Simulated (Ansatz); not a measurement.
**TlBi: how the settings move a single-point run**

How sensitive is a single-point run of TlBi to its settings? A reference run comes first, then six runs with altered input. The cell is built on a prototype (NiAs type) and needn't be the phase found in nature.

Method: reference: DFT, PBEsol, plane waves, PAW, in Ansatz 0.2.0.

**1. The starting structure**

It takes space group P6_3/mmc (No. 194, hexagonal). The conventional cell has a = 4.176 Å, b = 4.176 Å, c = 8.585 Å, α = 90.00°, β = 90.00°, γ = 120.00°. Tl (site symmetry -3m) has 6 Bi at 3.23 Å as nearest neighbours. Bi (site symmetry -6m2) has 6 Tl at 3.23 Å as nearest neighbours.

As a file:

```
Tl Bi
1.0
     4.17565    0.00000    0.00000
    -2.08783    3.61622    0.00000
     0.00000    0.00000    8.58523
Tl Bi
2 2
Direct
  0.00000 0.00000 0.00000
  0.00000 0.00000 0.50000
  0.33333 0.66667 0.25000
  0.66667 0.33333 0.75000
```

**2. Reference**

Input file input.yaml:

```yaml
crystal:
  lattice:
    - [4.1756547681, 0.0, 0.0]
    - [-2.087827384, 3.6162231066, 0.0]
    - [0.0, 0.0, 8.5852252948]
  atoms:
    - { symbol: Tl, position: [0.0, 0.0, 0.0] }
    - { symbol: Tl, position: [0.0, 0.0, 0.5] }
    - { symbol: Bi, position: [0.3333333333, 0.6666666667, 0.25] }
    - { symbol: Bi, position: [0.6666666667, 0.3333333333, 0.75] }
kpoints:
  mp_grid: { grid: [6, 6, 2] }
hamiltonian:
  xc: pbesol
scf:
  occupations: { method: fermi_dirac, width: 0.02 }
  n_extra_bands: 5
output:
  forces: true
  stress: true
  eigenvalues: true
```

Launch:

```
ansatz run input.yaml --threads 4 --pin off --max-ram 3686MiB --backend cpu --events-out ev --progress --plain --runs-dir out
```

**3. A further run, with the input changed**

input.yaml: that of step 2 with these lines changed.

```diff
@@ -17,2 +17,3 @@
   n_extra_bands: 5
+  max_iter: 99
 output:
@@ -21 +22,4 @@
   eigenvalues: true
+magnetization:
+  spin_polarized: true
+  initial_magnetization: 0.5
```

**5. Variant: ecutwfc 350**

input.yaml: that of step 2 with these lines changed.

```diff
@@ -21 +21,3 @@
   eigenvalues: true
+basis:
+  ecutwfc: 350
```

**6. Changed: ecutwfc 600**

input.yaml: that of step 2 with these lines changed.

```diff
@@ -21 +21,3 @@
   eigenvalues: true
+basis:
+  ecutwfc: 600
```

**7. Changed: dispersion d4**

input.yaml: that of step 2 with these lines changed.

```diff
@@ -14,2 +14,3 @@
   xc: pbesol
+  dispersion: d4
 scf:
```

**8. Changed: occupations.method methfessel_paxton, occupations.width 0.001**

input.yaml: that of step 2 with these lines changed.

```diff
@@ -15,3 +15,3 @@
 scf:
-  occupations: { method: fermi_dirac, width: 0.02 }
+  occupations: { method: methfessel_paxton, width: 0.001 }
   n_extra_bands: 5
```

**9. Variant: occupations.method cold, occupations.width 0.001**

input.yaml: that of step 2 with these lines changed.

```diff
@@ -15,3 +15,3 @@
 scf:
-  occupations: { method: fermi_dirac, width: 0.02 }
+  occupations: { method: cold, width: 0.001 }
   n_extra_bands: 5
```

(Steps that only read results are left out.)

What does the calculation give? Wanted: for each run, ending; energy change; pressure; gap; force.

The runs gave:

```tsv
run	ending	energy change	pressure (GPa)	gap (eV)	force (eV/Å)	cycles	time
reference	converged	0	-1.5	0.00	0.00	6	1.8 s
1: spin_polarized true, initial_magnetization 0.5	converged	0.0 meV/atom	-1.5	0.00	0.00	14	5.5 s
2: ecutwfc 350	converged	+3.1 meV/atom	-1.5	0.00	0.00	6	1.4 s
3: ecutwfc 600	converged	-1.3 meV/atom	-1.5	0.00	0.00	6	2.5 s
4: dispersion d4	converged	-247.6 meV/atom (offset of the dispersion model)	-2.7	0.00	0.00	6	1.8 s
5: occupations.method methfessel_paxton, occupations.width 0.001	converged	+0.3 meV/atom (σ→0)	-1.5	0.00	0.00	6	1.7 s
6: occupations.method cold, occupations.width 0.001	converged	+0.3 meV/atom (σ→0)	-1.5	0.00	0.00	6	1.7 s
```

Residual by cycle in the longest SCF loop of each run; runs are numbered as in the table. The quantity is the density residual dr2, in eV.

```tsv
cycle	reference	run 1	run 2	run 3	run 4	run 5	run 6
1	0.00598	0.267	0.00605	0.00621	0.00598	0.00605	0.00605
2	9.1e-4	0.135	9.6e-4	9.0e-4	9.1e-4	8.9e-4	8.9e-4
3	4.0e-5	0.0623	4.0e-5	3.9e-5	4.0e-5	4.0e-5	4.0e-5
5	1.5e-7	1.0e-4	1.7e-7	1.7e-7	1.5e-7	1.5e-7	1.5e-7
6	5.1e-9	6.2e-5	5.2e-9	5.5e-9	5.1e-9	4.6e-9	4.5e-9
7	-	8.9e-6	-	-	-	-	-
8	-	2.3e-6	-	-	-	-	-
9	-	1.7e-6	-	-	-	-	-
10	-	3.7e-8	-	-	-	-	-
12	-	7.4e-9	-	-	-	-	-
13	-	1.6e-10	-	-	-	-	-
14	-	5.4e-12	-	-	-	-	-
```

Run 2 ran under the cutoff that the potentials recommend, as the log warns, so basis error is mixed into its values. Of the variants the dearest is «spin_polarized true, initial_magnetization 0.5» (5.5 s), the cheapest «ecutwfc 350» (1.4 s), on a shared host.
